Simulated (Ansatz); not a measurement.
**Cl₂FH₃O₂Si₂: geometry optimisation**

The task is to find a stationary geometry of Cl₂FH₃O₂Si₂.

The runs use Ansatz 0.2.0, Gaussian basis; RKS PBE0-D4/def2-TZVP.

Levels to be run: relaxation at PBE0-D4/def2-TZVP.

1 further run of the same task is left out (set aside as unsound or not needed).

### 1 The starting structure

SMILES `O[SiH](Cl)O[SiH](F)Cl`, 10 atoms, charge 0, spin multiplicity 1.

Atoms are counted from 1 here; the program's logs count them from 0.

Bond lengths: O1–Si2 1.613 Å, O1–H8 0.954 Å, Si2–Cl3 1.980 Å, Si2–O4 1.634 Å, Si2–H9 1.448 Å, O4–Si5 1.601 Å, Si5–F6 1.612 Å, Si5–Cl7 1.978 Å, Si5–H10 1.439 Å. Angles: Si2–O1–H8 122.9°, O1–Si2–Cl3 106.3°, O1–Si2–O4 110.9°, O1–Si2–H9 113.7°, Cl3–Si2–O4 109.6°, Cl3–Si2–H9 114.1°, O4–Si2–H9 102.3°, Si2–O4–Si5 152.1°, O4–Si5–F6 105.5°, O4–Si5–Cl7 112.2°, O4–Si5–H10 106.4°, F6–Si5–Cl7 107.8°, F6–Si5–H10 107.1°, Cl7–Si5–H10 117.2°.

Coordinates:

```
O     0.05730   -0.78066   -1.99054
Si   -1.00681   -0.72935   -0.77951
Cl   -1.20005   -2.58948   -0.12906
O    -0.46286    0.22078    0.43383
Si    0.71352    0.90664    1.27630
F     1.81144    1.36447    0.18903
Cl    1.58272   -0.36587    2.51605
H     0.60531   -0.03744   -2.23165
H    -2.25875   -0.09411   -1.13221
H     0.15818    2.10501    1.84777
```

The start is a GFN2-xTB geometry.

### 2 Geometry optimisation, PBE0-D4/def2-TZVP

in.yaml

```yaml
crystal:
  periodic: [false, false, false]
  atoms:
    - {symbol: O, position_ang: [0.057300, -0.780660, -1.990540]}
    - {symbol: Si, position_ang: [-1.006810, -0.729350, -0.779510]}
    - {symbol: Cl, position_ang: [-1.200050, -2.589480, -0.129060]}
    - {symbol: O, position_ang: [-0.462860, 0.220780, 0.433830]}
    - {symbol: Si, position_ang: [0.713520, 0.906640, 1.276300]}
    - {symbol: F, position_ang: [1.811440, 1.364470, 0.189030]}
    - {symbol: Cl, position_ang: [1.582720, -0.365870, 2.516050]}
    - {symbol: H, position_ang: [0.605310, -0.037440, -2.231650]}
    - {symbol: H, position_ang: [-2.258750, -0.094110, -1.132210]}
    - {symbol: H, position_ang: [0.158180, 2.105010, 1.847770]}
basis:
  gaussian: {orbitals: def2-TZVP}
hamiltonian: {xc: pbe0, dispersion: d4}
relax: {f_tol: 0.005, max_steps: 150}
```

The run is started by

```console
$ ansatz run in.yaml --threads 2 --pin off --events-out ev --progress --plain --max-ram 31744MiB --backend cuda --devices 0, --max-vram 18GiB
```

Before running them: what should the planned runs give, taken together? Wanted: point group; shift from the start; total energy; dispersion term; dipole moment.

The runs gave:

| quantity | value |
| --- | --- |
| point group | C1 |
| steps | 34 |
| shift from the start (rms) | 0.287 Å |
| total energy | -47652.2813 eV |
| dispersion term | -302 meV |
| dipole moment | 2.11 D |

What this shows: The relaxed geometry lies 0.29 Å (rms) from the start; the bond that changed most is Si5–Cl7, from 1.978 to 2.027 Å. No vibrations were run, so it is not proven to be a minimum. The largest Mulliken charge, +0.65 e, sits on Si5.
